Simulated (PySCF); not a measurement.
# Cs2O(H2O)2: other spin states, a change of charge and excitations

Aim: at the relaxed geometry of Cs2O(H2O)2, try other spin states, a change of charge and excitations. The species was built from a template and needn't be a known compound.

Computed with PySCF 2.14.0. Level: PBE, Cs def2-SVP with ECP46, O def2-SVP, H def2-SVP; scalar-relativistic core potentials, no spin–orbit coupling.

3 further runs of the same task are left out: 2 for a known fault of the program, 1 that didn't finish.

**1. The starting structure**

9 atoms, charge 0, spin multiplicity 1.

Bond lengths: Cs1–O3 2.519 Å, Cs2–O3 2.519 Å, O4–H5 0.978 Å, O4–H6 0.978 Å, O7–H8 0.978 Å, O7–H9 0.978 Å. Angles: Cs1–O3–Cs2 180.0°, H5–O4–H6 102.7°, H8–O7–H9 102.7°.

Geometry (Å):

```xyz
9
charge 0, multiplicity 1
Cs    0.0000    0.0000    2.5194
Cs    0.0000    0.0000   -2.5194
O     0.0000    0.0000    0.0000
O     0.0000    0.0000    5.7624
H     0.7643    0.0000    6.3731
H    -0.7643    0.0000    6.3731
O     0.0000    0.0000   -5.7624
H     0.7643    0.0000   -6.3731
H    -0.7643    0.0000   -6.3731
```

Formal oxidation states: Cs +1. An earlier session relaxed this geometry at PBE, Cs def2-SVP with ECP46, O def2-SVP, H def2-SVP (singlet, point group D2h). Its vibrations showed it to be a saddle point, relaxed within its symmetry.

Its energy there is -267.965826 Eh.

**2. Multiplicity 3 at the relaxed geometry**

Contents of run.py (the lines that set the calculation):

```python
mol = gto.M(atom='''
Cs     0.00000     0.00000     2.51943
Cs     0.00000     0.00000    -2.51943
O      0.00000     0.00000     0.00000
O      0.00000     0.00000     5.76241
H      0.76431     0.00000     6.37311
H     -0.76431     0.00000     6.37311
O      0.00000     0.00000    -5.76241
H      0.76431     0.00000    -6.37311
H     -0.76431     0.00000    -6.37311''',
    basis={'Cs': 'def2-SVP', 'O': 'def2-SVP', 'H': 'def2-SVP'},
    ecp={'Cs': 'def2-SVP'},
    charge=0, spin=2)
mf = dft.UKS(mol, xc='PBE')
mf.grids.atom_grid = (50, 194)
mf = mf.density_fit()  # fitting sets: Cs def2-universal-JKFIT, O def2-universal-JKFIT, H def2-universal-JKFIT
mf.conv_tol = 1e-08; mf.max_cycle = 55
mf.kernel(dm0)  # dm0: free metal ions and neutral atoms
```

Launch:

```sh
OMP_NUM_THREADS=2 python run.py
```

Output:

```text
init E= -276.36881875798
cycle= 1 E= -264.186538881309  delta_E= 12.2  |g|= 2.09  |ddm|= 4.29
cycle= 2 E= -241.801538510844  delta_E= 22.4  |g|= 5.11  |ddm|= 6.46
cycle= 3 E= -265.224203025432  delta_E= -23.4  |g|= 2.46  |ddm|= 5.32
  HOMO = -0.0823158606317  LUMO = -0.0655819287833  gap/eV = 0.45535
cycle= 4 E= -257.142625387167  delta_E= 8.08  |g|= 2.39  |ddm|=  5.3
cycle= 5 E= -267.568306735211  delta_E= -10.4  |g|= 0.881  |ddm|= 5.13
cycle= 6 E= -267.923175048342  delta_E= -0.355  |g|= 0.128  |ddm|= 2.82
cycle= 7 E= -267.929808688022  delta_E= -0.00663  |g|= 0.0583  |ddm|= 0.135
cycle= 8 E= -267.931343416757  delta_E= -0.00153  |g|= 0.0521  |ddm|= 0.201
cycle= 9 E= -267.919977560415  delta_E= 0.0114  |g|= 0.0559  |ddm|= 0.957
cycle= 10 E= -267.918561459297  delta_E= 0.00142  |g|= 0.0589  |ddm|= 1.53
cycle= 11 E= -267.932435131845  delta_E= -0.0139  |g|= 0.016  |ddm|= 0.801
cycle= 12 E= -267.932556323106  delta_E= -0.000121  |g|= 0.0106  |ddm|= 0.302
cycle= 13 E= -267.932919289638  delta_E= -0.000363  |g|= 0.00623  |ddm|= 0.24
cycle= 14 E= -267.933107205844  delta_E= -0.000188  |g|= 0.000943  |ddm|= 0.107
cycle= 15 E= -267.933110570505  delta_E= -3.36e-06  |g|= 0.000181  |ddm|= 0.0138
cycle= 16 E= -267.933110520537  delta_E= 5e-08  |g|= 0.000151  |ddm|= 0.00374
cycle= 17 E= -267.933110601129  delta_E= -8.06e-08  |g|= 7.98e-05  |ddm|= 0.00103
cycle= 18 E= -267.933110620166  delta_E= -1.9e-08  |g|= 5.03e-05  |ddm|= 0.000446
cycle= 19 E= -267.933110632593  delta_E= -1.24e-08  |g|= 1.02e-05  |ddm|= 0.00063
cycle= 20 E= -267.933110633122  delta_E= -5.29e-10  |g|= 1.79e-06  |ddm|= 0.000135
Extra cycle  E= -267.933110631115  delta_E= 2.01e-09  |g|= 2.07e-05  |ddm|= 0.00033
converged SCF energy = -267.933110631115  <S^2> = 2.0031315  2S+1 = 3.0020869
```

Run time: 5.9 s. Hardware: 2 threads of Arm Neoverse V1, shared host.

Read off: E = -267.933111 Eh (+0.890 eV from the relaxed state), HOMO -1.58 eV, LUMO -3.24 eV (over both spins), ⟨S²⟩ = 2.003, Mulliken charge on Cs1 +0.18 e. An empty level of one spin lies below a filled level of the other.

**3. One electron removed, multiplicity 2**

Edit run.py (the lines that set the calculation) of step 2 so:

```diff
@@ -12,3 +12,3 @@
     ecp={'Cs': 'def2-SVP'},
-    charge=0, spin=2)
+    charge=1, spin=1)
 mf = dft.UKS(mol, xc='PBE')
@@ -17,2 +17,2 @@
 mf.conv_tol = 1e-08; mf.max_cycle = 55
-mf.kernel(dm0)  # dm0: free metal ions and neutral atoms
+mf.kernel(dm0)  # dm0: the density of the relaxed state
```

Launch:

```sh
OMP_NUM_THREADS=2 python run.py
```

Output:

```text
init E= -267.968551014611
  HOMO = -0.0624959296686  LUMO = -0.0568350384725  gap/eV = 0.15404
cycle= 1 E= -267.701461476561  delta_E= 0.267  |g|= 0.46  |ddm|= 1.01
cycle= 2 E= -266.560167872464  delta_E= 1.14  |g|= 1.42  |ddm|= 1.51
  HOMO = -0.299024557713  LUMO = -0.274392780559  gap/eV = 0.67026
cycle= 3 E= -267.806839062116  delta_E= -1.25  |g|= 0.251  |ddm|= 1.21
  HOMO = -0.269203342891  LUMO = -0.241955254076  gap/eV = 0.74146
cycle= 4 E= -267.827095493777  delta_E= -0.0203  |g|= 0.119  |ddm|= 0.322
  HOMO = -0.263687740075  LUMO = -0.232233071588  gap/eV = 0.85593
cycle= 5 E= -267.832170370529  delta_E= -0.00507  |g|= 0.0119  |ddm|= 0.0947
  HOMO = -0.264417335087  LUMO = -0.231257821369  gap/eV = 0.90232
cycle= 6 E= -267.832237652243  delta_E= -6.73e-05  |g|= 0.00379  |ddm|= 0.00977
  HOMO = -0.265219366154  LUMO = -0.231860527839  gap/eV = 0.90774
cycle= 7 E= -267.832245177878  delta_E= -7.53e-06  |g|= 0.00125  |ddm|= 0.00337
  HOMO = -0.2655573118  LUMO = -0.23219714025  gap/eV = 0.90778
cycle= 8 E= -267.832246080718  delta_E= -9.03e-07  |g|= 9.25e-05  |ddm|= 0.00153
  HOMO = -0.265563549202  LUMO = -0.232209422623  gap/eV = 0.90761
cycle= 9 E= -267.832246085054  delta_E= -4.34e-09  |g|= 1.02e-05  |ddm|= 0.000111
  HOMO = -0.265568874173  LUMO = -0.23221545002  gap/eV = 0.90759
Extra cycle  E= -267.832246085086  delta_E= -3.14e-11  |g|= 1.15e-05  |ddm|= 2.55e-05
converged SCF energy = -267.832246085086  <S^2> = 0.75313701  2S+1 = 2.0031346
```

Run time: 3 s. Hardware: 2 threads of Arm Neoverse V1, shared host.

It gives: E = -267.832246 Eh (+3.635 eV from the relaxed state), HOMO -7.23 eV, LUMO -6.32 eV (over both spins), ⟨S²⟩ = 0.753, Mulliken charge on Cs1 +0.65 e. 

**4. One electron added, multiplicity 2**

Edit run.py (the lines that set the calculation) of step 3 so:

```diff
@@ -12,3 +12,3 @@
     ecp={'Cs': 'def2-SVP'},
-    charge=1, spin=1)
+    charge=-1, spin=1)
 mf = dft.UKS(mol, xc='PBE')
```

Launch:

```sh
OMP_NUM_THREADS=2 python run.py
```

Output:

```text
init E= -267.968323880135
  HOMO = -0.0400594784662  LUMO = -0.0388303659188  gap/eV = 0.03345
cycle= 1 E= -267.963533289337  delta_E= 0.00479  |g|= 0.0416  |ddm|= 1.08
  HOMO = 0.0404663222956  LUMO = 0.0482630276463  gap/eV = 0.21216
cycle= 2 E= -267.944272580798  delta_E= 0.0193  |g|= 0.214  |ddm|= 1.59
  HOMO = 0.0393148709876  LUMO = 0.0470175327227  gap/eV = 0.20960
cycle= 3 E= -267.962594267814  delta_E= -0.0183  |g|= 0.119  |ddm|= 0.703
  HOMO = 0.0359256299916  LUMO = 0.0438326435547  gap/eV = 0.21516
cycle= 4 E= -267.949853620652  delta_E= 0.0127  |g|= 0.189  |ddm|= 0.702
  HOMO = 0.0323276341522  LUMO = 0.040505989061  gap/eV = 0.22254
cycle= 5 E= -267.966055495835  delta_E= -0.0162  |g|= 0.093  |ddm|= 0.255
  HOMO = 0.0308603389767  LUMO = 0.0396347063495  gap/eV = 0.23876
cycle= 6 E= -267.967220013094  delta_E= -0.00116  |g|= 0.084  |ddm|= 0.181
  HOMO = 0.0312066919579  LUMO = 0.0391058800348  gap/eV = 0.21495
cycle= 7 E= -267.953969820369  delta_E= 0.0133  |g|= 0.168  |ddm|= 0.245
  HOMO = 0.0310981940842  LUMO = 0.0397525779184  gap/eV = 0.23550
cycle= 8 E= -267.962218678276  delta_E= -0.00825  |g|= 0.122  |ddm|= 0.144
  HOMO = 0.0309225065024  LUMO = 0.0397930972783  gap/eV = 0.24138
cycle= 9 E= -267.962287372859  delta_E= -6.87e-05  |g|= 0.122  |ddm|= 0.0583
  HOMO = 0.0308278271571  LUMO = 0.039656390937  gap/eV = 0.24024
cycle= 10 E= -267.963718193024  delta_E= -0.00143  |g|= 0.11  |ddm|= 0.169
  HOMO = 0.0296287895408  LUMO = 0.0394852823988  gap/eV = 0.26821
...
cycle= 49 E= -267.969747563353  delta_E= 7.12e-06  |g|= 0.00582  |ddm|= 0.0133
  HOMO = 0.0300766370649  LUMO = 0.135332241204  gap/eV = 2.86415
cycle= 50 E= -267.969756497591  delta_E= -8.93e-06  |g|= 0.0056  |ddm|= 0.0261
  HOMO = 0.0300774687474  LUMO = 0.135384709476  gap/eV = 2.86556
cycle= 51 E= -267.969761344088  delta_E= -4.85e-06  |g|= 0.00579  |ddm|= 0.0291
  HOMO = 0.0300664854311  LUMO = 0.135432948742  gap/eV = 2.86717
cycle= 52 E= -267.969767550835  delta_E= -6.21e-06  |g|= 0.00583  |ddm|= 0.025
  HOMO = 0.0300524108212  LUMO = 0.135473249524  gap/eV = 2.86865
cycle= 53 E= -267.969774036145  delta_E= -6.49e-06  |g|= 0.00594  |ddm|= 0.0248
  HOMO = 0.0300436904594  LUMO = 0.135426261442  gap/eV = 2.86761
cycle= 54 E= -267.969774439912  delta_E= -4.04e-07  |g|= 0.00616  |ddm|= 0.0178
  HOMO = 0.030056089646  LUMO = 0.135368237306  gap/eV = 2.86569
cycle= 55 E= -267.969766224747  delta_E= 8.22e-06  |g|= 0.0064  |ddm|= 0.0128
SCF not converged.
  HOMO = 0.0295671468149  LUMO = 0.0369216412498  gap/eV = 0.20013
macro= 0  E= -267.970287399189  delta_E= -0.000521174  |g|= 0.00640002  2 KF 8 JK
macro= 1  E= -267.970189131649  delta_E= 9.82675e-05  |g|= 0.0187655  2 KF 7 JK
macro= 2  E= -267.971579854925  delta_E= -0.00139072  |g|= 0.00526935  3 KF 9 JK
macro= 3  E= -267.971645904103  delta_E= -6.60492e-05  |g|= 0.000482058  2 KF 11 JK
macro= 4  E= -267.971645904195  delta_E= -9.29958e-11  |g|= 3.60904e-05  1 KF 2 JK
macro X = 5  E=-267.971645904195  |g|= 3.60904e-05  total 11 KF 43 JK
converged SCF energy = -267.971645904195  <S^2> = 1.0093911  2S+1 = 2.2444519
```

Run time: 55 s. Hardware: 2 threads of Arm Neoverse V1, shared host.

It gives: E = -267.971646 Eh (-0.158 eV from the relaxed state), HOMO 0.76 eV, LUMO 0.92 eV (over both spins), ⟨S²⟩ = 1.009, Mulliken charge on Cs1 -0.25 e. The state is spin-contaminated. The highest filled level lies above zero; it isn't the detachment energy.

**5. Singlet excitations, Tamm-Dancoff CAM-B3LYP**

Edit run.py (the lines that set the calculation) of step 4 so:

```diff
@@ -12,4 +12,4 @@
     ecp={'Cs': 'def2-SVP'},
-    charge=-1, spin=1)
-mf = dft.UKS(mol, xc='PBE')
+    charge=0, spin=0)
+mf = dft.RKS(mol, xc='CAMB3LYP')
 mf.grids.atom_grid = (50, 194)
```

Launch:

```sh
OMP_NUM_THREADS=2 python run.py
```

Output:

```text
init E= -268.026071445454
  HOMO = -0.149273776919131  LUMO = -0.00678052983363552  gap/eV = 3.87744
cycle= 1 E= -268.02294329854  delta_E= 0.00313  |g|= 0.238  |ddm|= 0.84
  HOMO = -0.0341838903133253  LUMO = -0.00212621361418426  gap/eV = 0.87233
cycle= 2 E= -267.745531149606  delta_E= 0.277  |g|= 1.11  |ddm|= 1.31
  HOMO = -0.114016269182004  LUMO = -0.00418095972175926  gap/eV = 2.98877
cycle= 3 E= -268.036874360059  delta_E= -0.291  |g|= 0.0244  |ddm|= 1.28
  HOMO = -0.112974586713446  LUMO = -0.00297216414509577  gap/eV = 2.99332
cycle= 4 E= -268.037193536858  delta_E= -0.000319  |g|= 0.0204  |ddm|= 0.105
  HOMO = -0.114494920437141  LUMO = -0.00240779478279194  gap/eV = 3.05005
cycle= 5 E= -268.037350521333  delta_E= -0.000157  |g|= 0.0047  |ddm|= 0.0455
  HOMO = -0.116455947304452  LUMO = -0.00208312271748473  gap/eV = 3.11224
cycle= 6 E= -268.037418530646  delta_E= -6.8e-05  |g|= 0.00242  |ddm|= 0.0538
  HOMO = -0.116343058255885  LUMO = -0.00188879372870255  gap/eV = 3.11446
cycle= 7 E= -268.037436535285  delta_E= -1.8e-05  |g|= 0.0005  |ddm|= 0.0299
  HOMO = -0.116363676727829  LUMO = -0.00187838073294405  gap/eV = 3.11530
cycle= 8 E= -268.037437470001  delta_E= -9.35e-07  |g|= 0.000134  |ddm|= 0.00605
  HOMO = -0.116372142859898  LUMO = -0.00187703020821343  gap/eV = 3.11557
cycle= 9 E= -268.037437546857  delta_E= -7.69e-08  |g|= 3.33e-05  |ddm|= 0.00298
  HOMO = -0.116373329692473  LUMO = -0.00187655845840844  gap/eV = 3.11562
cycle= 10 E= -268.03743754979  delta_E= -2.93e-09  |g|= 6.54e-06  |ddm|= 0.000693
  HOMO = -0.116371555185946  LUMO = -0.00187676726957082  gap/eV = 3.11556
Extra cycle  E= -268.037437549842  delta_E= -5.22e-11  |g|= 6.12e-06  |ddm|= 5.58e-05
converged SCF energy = -268.037437549842
```

Run time: 46 s. Hardware: 2 threads of Arm Neoverse V1, shared host.

Read off: E = -268.037438 Eh, HOMO -3.17 eV, LUMO -0.05 eV, Mulliken charge on Cs1 +0.29 e. 

Singlet excitations:

```csv
state,energy (eV),oscillator strength
1,1.23,0.0485
2,1.44,0.0291
3,1.44,0.0285
4,1.60,0.0000
5,1.67,0.0000
6,1.68,0.0000
7,2.11,0.0000
8,2.16,0.0000
```

**6. The states side by side**

| state | energy from the relaxed state (eV) | ⟨S²⟩ | time |
| --- | --- | --- | --- |
| charge 0, singlet, vacuum (relaxed) | 0 | 0.00 |  |
| charge -1, doublet, vacuum | -0.16 | 1.01 | 55 s |
| charge 0, triplet, vacuum | 0.89 | 2.00 | 5.9 s |
| charge +1, doublet, vacuum | 3.63 | 0.75 | 3 s |

An electron taken off or put on is at rest in vacuum. 

In the excitation run (CAM-B3LYP), the lowest singlet lies at 1.23 eV (gaps between orbitals at other levels can't be set against it), and the brightest of the eight at 1.23 eV (f = 0.049); spin–orbit coupling would mix in triplets. Removing an electron vertically costs 3.63 eV (doublet), against −HOMO = 1.63 eV. Adding an electron vertically releases 0.16 eV (doublet). The triplet lies 0.89 eV above at this geometry. These are double-zeta-type bases without diffuse functions. Spin–orbit coupling is left out.
